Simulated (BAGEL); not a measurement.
**As2 (SMILES [As]#[As]): a chain of runs**

Wanted: a series of 15 runs (RI-MP2/def2-SV(P), RI-MP2/def2-SVP, RI-MP2/def2-SVPD, RI-MP2/def2-TZVP, RI-MP2/def2-TZVPP, RI-MP2/def2-TZVPPD, RI-MP2/def2-QZVP, RI-MP2/def2-QZVPPD) of As2. 

The results are computed with BAGEL 1.2.2.

3 further runs of the same task are left out: 3 set aside as unsound or not needed.

## (1) The system as given

As2: 2 atoms, total charge 0, spin state singlet. SMILES: `[As]#[As]`. The As1–As2 distance was set to 3.350 Å, away from the relaxed value.

Bond lengths: As1–As2 3.350 Å.

## (2) The energy at RI-MP2/def2-SV(P) (density fitting with tzvpp-jkfit, property bond stretch) (run 1)

The input, input.json:

```json
{ "bagel": [

{
  "title": "molecule",
  "basis": "def2-sv_p_.json",
  "df_basis": "tzvpp-jkfit",
  "angstrom": true,
  "geometry": [
    { "atom": "As", "xyz": [       0.000000,       0.000000,      -1.256430 ] },
    { "atom": "As", "xyz": [       0.000000,       0.000000,       2.093970 ] }
  ]
},

{ "title": "hf" },

{ "title": "mp2", "ncore": 18 }

]}
```

The basis set def2-SV(P) is read from a file made from the Basis Set Exchange's data (not shown).

Started as:

```
$ BAGEL_NUM_THREADS=1 BAGEL input.json > input.out
```

Log:

```text
* using 1 threads per process

  ===============================================================
  ===============================================================

  *** Geometry ***

  { "atom" : "As", "xyz" : [      0.000000,      0.000000,     -2.374309 ] },
  { "atom" : "As", "xyz" : [      0.000000,      0.000000,      3.957030 ] },

  Number of auxiliary basis functions:      532

  Since a DF basis is specified, we compute 2- and 3-index integrals:
    o Being stored without compression. Storage requirement is 0.017 GB

  Number of basis functions:       64
  Number of electrons      :       66

    * METHOD: MOLECULE                             0.26

  *** RHF ***

  === Nuclear Repulsion ===
   172.0015468062

      * DIIS with orbital gradients will be used.

  === RHF iteration (def2-sv_p_.json) ===
      0      -4467.56205303          0.00173888           0.11
      1      -4467.56599160          0.00067997           0.16
      2      -4467.56657285          0.00022705           0.13
      3      -4467.56660869          0.00002882           0.12
      4      -4467.56660922          0.00000714           0.09
      5      -4467.56660928          0.00000107           0.11
      6      -4467.56660928          0.00000020           0.09
      7      -4467.56660928          0.00000002           0.10
      8      -4467.56660928          0.00000005           0.09
      9      -4467.56660928          0.00000000           0.09
    * SCF iteration converged.

    * Permanent dipole moment:
           (    0.000000,    -0.000000,     0.000001) a.u.

    * METHOD: HF                                   1.32

  *** RHF ***

  === Nuclear Repulsion ===
   172.0015468062

      * DIIS with orbital gradients will be used.

  === RHF iteration (def2-sv_p_.json) ===
      0      -4467.56660928          0.00000001           0.09
      1      -4467.56660928          0.00000004           0.09
      2      -4467.56660928          0.00000000           0.09
    * SCF iteration converged.

    * Permanent dipole moment:
           (   -0.000000,    -0.000000,    -0.000000) a.u.

  === DF-MP2 calculation ===

    * freezing 18 orbitals
    * 3-index integral transformation done
    * assembly done

      MP2 correlation energy:   -0.6983168299      0.03

      MP2 total energy:       -4468.2649261089

    * METHOD: MP2                                  0.40

  ===============================================================
```

It took 2.5 s on 1 thread of Intel Xeon at 2.70GHz, shared host; peak memory 0.11 GiB.

## (3) The energy at RI-MP2/def2-SVP (density fitting with tzvpp-jkfit, property bond stretch) (run 2)

The input, input.json:

```json
{ "bagel" : [

{
  "title" : "molecule",
  "basis" : "svp",
  "df_basis" : "tzvpp-jkfit",
  "angstrom" : true,
  "geometry" : [
    { "atom" : "As", "xyz" : [    0.000000,    0.000000,    0.000000 ] },
    { "atom" : "As", "xyz" : [    0.000000,    0.000000,    2.093970 ] }
  ]
},
{ "title" : "hf" },
{ "title" : "mp2", "ncore" : 18 }

]}
```

Started as:

```
$ BAGEL_NUM_THREADS=1 BAGEL input.json > input.out
```

Log:

```text
* using 1 threads per process

  ===============================================================
  ===============================================================

  *** Geometry ***

  { "atom" : "As", "xyz" : [      0.000000,      0.000000,      0.000000 ] },
  { "atom" : "As", "xyz" : [      0.000000,      0.000000,      3.957030 ] },

  Number of auxiliary basis functions:      532

  Since a DF basis is specified, we compute 2- and 3-index integrals:
    o Being stored without compression. Storage requirement is 0.017 GB

  Number of basis functions:       64
  Number of electrons      :       66

    * METHOD: MOLECULE                             0.30

  *** RHF ***

  === Nuclear Repulsion ===
   275.2064176753

      * DIIS with orbital gradients will be used.

  === RHF iteration (svp) ===
      0      -4467.84231624          0.00242718           0.10
      1      -4467.84906218          0.00079930           0.09
      2      -4467.84983505          0.00004423           0.09
      3      -4467.84983648          0.00002108           0.11
      4      -4467.84983657          0.00000235           0.09
      5      -4467.84983658          0.00000056           0.09
      6      -4467.84983658          0.00000017           0.09
      7      -4467.84983658          0.00000003           0.09
      8      -4467.84983658          0.00000001           0.09
    * SCF iteration converged.

    * Permanent dipole moment:
           (    0.000000,    -0.000000,    -0.000000) a.u.

    * METHOD: HF                                   1.08

  *** RHF ***

  === Nuclear Repulsion ===
   275.2064176753

      * DIIS with orbital gradients will be used.

  === RHF iteration (svp) ===
      0      -4467.84983658          0.00000000           0.09
    * SCF iteration converged.

    * Permanent dipole moment:
           (    0.000000,    -0.000000,     0.000000) a.u.

  === DF-MP2 calculation ===

    * freezing 18 orbitals
    * 3-index integral transformation done
    * assembly done

      MP2 correlation energy:   -0.4591648165      0.03

      MP2 total energy:       -4468.3090013940

    * METHOD: MP2                                  0.21

  ===============================================================
```

Wall time 2.1 s (1 thread of Intel Xeon at 2.70GHz, shared host); peak memory 0.11 GiB.

Runs 3 to 13 aren't shown in full; the table further down has their settings and results.

## (4) A single-point energy at RI-MP2/def2-QZVPPD (density fitting with qzvpp-jkfit, property bond stretch) (run 14)

The input, input.json:

```json
{ "bagel" : [

{
  "title" : "molecule",
  "basis" : "def2-qzvppd.json",
  "df_basis" : "qzvpp-jkfit",
  "angstrom" : true,
  "geometry" : [
    { "atom" : "As", "xyz" : [    0.000000,    0.000000,    0.000000 ] },
    { "atom" : "As", "xyz" : [    0.000000,    0.000000,    2.093970 ] }
  ]
},
{
  "title" : "hf"
},
{
  "title" : "mp2",
  "ncore" : 18
}

]}
```

The basis set def2-QZVPPD is read from a file made from the Basis Set Exchange's data (not shown).

Started as:

```
$ BAGEL_NUM_THREADS=1 BAGEL input.json > input.out
```

Log:

```text
* using 1 threads per process

  ===============================================================
  ===============================================================

  *** Geometry ***

  { "atom" : "As", "xyz" : [      0.000000,      0.000000,      0.000000 ] },
  { "atom" : "As", "xyz" : [      0.000000,      0.000000,      3.957030 ] },

  Number of auxiliary basis functions:      532

  Since a DF basis is specified, we compute 2- and 3-index integrals:
    o Being stored without compression. Storage requirement is 0.154 GB

  Number of basis functions:      190
  Number of electrons      :       66

    * METHOD: MOLECULE                             1.07

  *** RHF ***

  === Nuclear Repulsion ===
   275.2064176753

      * DIIS with orbital gradients will be used.

  === RHF iteration (def2-qzvppd.json) ===
      0      -4468.44908578          0.00659940           0.37
      1      -4468.48514451          0.00396247           0.38
      2      -4468.49757898          0.00043738           0.36
      3      -4468.49797908          0.00019752           0.36
      4      -4468.49804253          0.00003689           0.35
      5      -4468.49804497          0.00000311           0.35
      6      -4468.49804499          0.00000066           0.36
      7      -4468.49804499          0.00000021           0.38
      8      -4468.49804499          0.00000007           0.35
      9      -4468.49804499          0.00000002           0.36
     10      -4468.49804499          0.00000001           0.36
    * SCF iteration converged.

    * Permanent dipole moment:
           (    0.000000,    -0.000000,    -0.000000) a.u.

    * METHOD: HF                                   4.94

  *** RHF ***

  === Nuclear Repulsion ===
   275.2064176753

      * DIIS with orbital gradients will be used.

  === RHF iteration (def2-qzvppd.json) ===
      0      -4468.49804499          0.00000000           0.35
    * SCF iteration converged.

    * Permanent dipole moment:
           (    0.000000,    -0.000000,    -0.000000) a.u.

  === DF-MP2 calculation ===

    * freezing 18 orbitals
    * 3-index integral transformation done
    * assembly done

      MP2 correlation energy:   -1.0798187456      0.28

      MP2 total energy:       -4469.5778637344

    * METHOD: MP2                                  1.03

  ===============================================================
```

Wall time 7.8 s (1 thread of Intel Xeon at 2.70GHz, shared host); peak memory 0.34 GiB.

## (5) The energy at RI-MP2/def2-QZVPPD (density fitting with qzvpp-jkfit, property bond stretch) (run 15)

The input, job.json:

```json
{ "bagel": [

{
  "title": "molecule",
  "basis": "def2-qzvppd.json",
  "df_basis": "qzvpp-jkfit",
  "angstrom": "true",
  "geometry": [
    { "atom": "As", "xyz": [       0.000000,       0.000000,      -1.256430 ] },
    { "atom": "As", "xyz": [       0.000000,       0.000000,       2.093970 ] }
  ]
},

{ "title": "hf" },

{ "title": "mp2", "ncore": 18 }

]}
```

The basis set def2-QZVPPD is read from a file made from the Basis Set Exchange's data (not shown).

Started as:

```
$ BAGEL_NUM_THREADS=1 BAGEL job.json > job.out
```

Log:

```text
* using 1 threads per process

  ===============================================================
  ===============================================================

  *** Geometry ***

  { "atom" : "As", "xyz" : [      0.000000,      0.000000,     -2.374309 ] },
  { "atom" : "As", "xyz" : [      0.000000,      0.000000,      3.957030 ] },

  Number of auxiliary basis functions:      532

  Since a DF basis is specified, we compute 2- and 3-index integrals:
    o Being stored without compression. Storage requirement is 0.154 GB

  Number of basis functions:      190
  Number of electrons      :       66

    * METHOD: MOLECULE                             0.93

  *** RHF ***

  === Nuclear Repulsion ===
   172.0015468062

      * DIIS with orbital gradients will be used.

  === RHF iteration (def2-qzvppd.json) ===
      0      -4468.20341411          0.00325047           0.37
      1      -4468.21643053          0.00220406           0.35
      2      -4468.22116060          0.00024893           0.36
      3      -4468.22140706          0.00008242           0.35
      4      -4468.22143155          0.00003310           0.37
      5      -4468.22143298          0.00000364           0.35
      6      -4468.22143304          0.00000096           0.35
      7      -4468.22143305          0.00000027           0.35
      8      -4468.22143305          0.00000011           0.34
      9      -4468.22143305          0.00000008           0.35
     10      -4468.22143305          0.00000007           0.37
     11      -4468.22143305          0.00000001           0.34
     12      -4468.22143305          0.00000000           0.35
    * SCF iteration converged.

    * Permanent dipole moment:
           (    0.000000,    -0.000000,    -0.000000) a.u.

    * METHOD: HF                                   5.55

  *** RHF ***

  === Nuclear Repulsion ===
   172.0015468062

      * DIIS with orbital gradients will be used.

  === RHF iteration (def2-qzvppd.json) ===
      0      -4468.22143305          0.00000000           0.34
    * SCF iteration converged.

    * Permanent dipole moment:
           (    0.000000,    -0.000000,     0.000000) a.u.

  === DF-MP2 calculation ===

    * freezing 18 orbitals
    * 3-index integral transformation done
    * assembly done

      MP2 correlation energy:   -1.2878972909      0.26

      MP2 total energy:       -4469.5093303419

    * METHOD: MP2                                  0.98

  ===============================================================
```

Run time: 8.1 s. Hardware: 1 thread of Intel Xeon at 2.70GHz, shared host; peak memory 0.34 GiB.

## (6) The series

```csv
run,level,integral approximation,partner,energy (Eh),correlation energy (mEh),wall time
1,"RI-MP2/def2-SV(P) (density fitting with tzvpp-jkfit, property bond stretch)",tzvpp-jkfit,bond moved,-4468.264926,-698.3,2.5 s
2,"RI-MP2/def2-SVP (density fitting with tzvpp-jkfit, property bond stretch)",tzvpp-jkfit,base,-4468.309001,-459.2,2.1 s
3,"RI-MP2/def2-SVP (density fitting with tzvpp-jkfit, property bond stretch)",tzvpp-jkfit,bond moved,-4468.264926,-698.3,2.1 s
4,"RI-MP2/def2-SVPD (density fitting with tzvpp-jkfit, property bond stretch)",tzvpp-jkfit,base,-4468.318780,-467.3,2.5 s
5,"RI-MP2/def2-SVPD (density fitting with tzvpp-jkfit, property bond stretch)",tzvpp-jkfit,bond moved,-4468.272649,-703.3,2.5 s
6,"RI-MP2/def2-TZVP (density fitting with tzvpp-jkfit, property bond stretch)",tzvpp-jkfit,base,-4468.918548,-511.0,3.3 s
7,"RI-MP2/def2-TZVP (density fitting with tzvpp-jkfit, property bond stretch)",tzvpp-jkfit,bond moved,-4468.860017,-732.4,3.6 s
8,"RI-MP2/def2-TZVPP (density fitting with tzvpp-jkfit, property bond stretch)",tzvpp-jkfit,base,-4468.918548,-511.0,3.3 s
9,"RI-MP2/def2-TZVPP (density fitting with tzvpp-jkfit, property bond stretch)",tzvpp-jkfit,bond moved,-4468.860017,-732.4,3.3 s
10,"RI-MP2/def2-TZVPPD (density fitting with tzvpp-jkfit, property bond stretch)",tzvpp-jkfit,base,-4468.922952,-514.1,3.6 s
11,"RI-MP2/def2-TZVPPD (density fitting with tzvpp-jkfit, property bond stretch)",tzvpp-jkfit,bond moved,-4468.862576,-733.9,3.9 s
12,"RI-MP2/def2-QZVP (density fitting with qzvpp-jkfit, property bond stretch)",qzvpp-jkfit,base,-4469.133955,-636.3,5.4 s
13,"RI-MP2/def2-QZVP (density fitting with qzvpp-jkfit, property bond stretch)",qzvpp-jkfit,bond moved,-4469.066318,-845.2,6 s
14,"RI-MP2/def2-QZVPPD (density fitting with qzvpp-jkfit, property bond stretch)",qzvpp-jkfit,base,-4469.577864,-1079.8,7.8 s
15,"RI-MP2/def2-QZVPPD (density fitting with qzvpp-jkfit, property bond stretch)",qzvpp-jkfit,bond moved,-4469.509330,-1287.9,8.1 s
```

## (7) Summary of results

```
                                                                               quantity           value
                                               run 15, RI-MP2/def2-QZVPPD: total energy  -4469.50933 Eh
               run 15, RI-MP2/def2-QZVPPD: correlation energy (18 core orbitals frozen)     -1287.9 mEh
   energy change with the As1–As2 bond stretched from 2.094 to 3.350 Å, RI-MP2/def2-SVP        1.199 eV
  energy change with the As1–As2 bond stretched from 2.094 to 3.350 Å, RI-MP2/def2-SVPD        1.255 eV
  energy change with the As1–As2 bond stretched from 2.094 to 3.350 Å, RI-MP2/def2-TZVP        1.593 eV
 energy change with the As1–As2 bond stretched from 2.094 to 3.350 Å, RI-MP2/def2-TZVPP        1.593 eV
energy change with the As1–As2 bond stretched from 2.094 to 3.350 Å, RI-MP2/def2-TZVPPD        1.643 eV
  energy change with the As1–As2 bond stretched from 2.094 to 3.350 Å, RI-MP2/def2-QZVP        1.840 eV
energy change with the As1–As2 bond stretched from 2.094 to 3.350 Å, RI-MP2/def2-QZVPPD        1.865 eV
```

**Reading.** At RI-MP2/def2-SVP: with the As1–As2 bond stretched from 2.094 to 3.350 Å the energy rises by 1.20 eV (28 kcal/mol). The first shape isn't relaxed at this level, so the change isn't measured from a minimum. A restricted reference can't describe the breaking bond well at this length. At RI-MP2/def2-SVPD: with the As1–As2 bond stretched from 2.094 to 3.350 Å the energy rises by 1.26 eV (29 kcal/mol). At RI-MP2/def2-TZVP: with the As1–As2 bond stretched from 2.094 to 3.350 Å the energy rises by 1.59 eV (154 kJ/mol). At RI-MP2/def2-TZVPP: with the As1–As2 bond stretched from 2.094 to 3.350 Å the energy rises by 1.59 eV (154 kJ/mol). At RI-MP2/def2-TZVPPD: with the As1–As2 bond stretched from 2.094 to 3.350 Å the energy rises by 1.64 eV (38 kcal/mol). At RI-MP2/def2-QZVP: with the As1–As2 bond stretched from 2.094 to 3.350 Å the energy rises by 1.84 eV (42 kcal/mol). All runs together took 60 s, the longest 8.1 s.
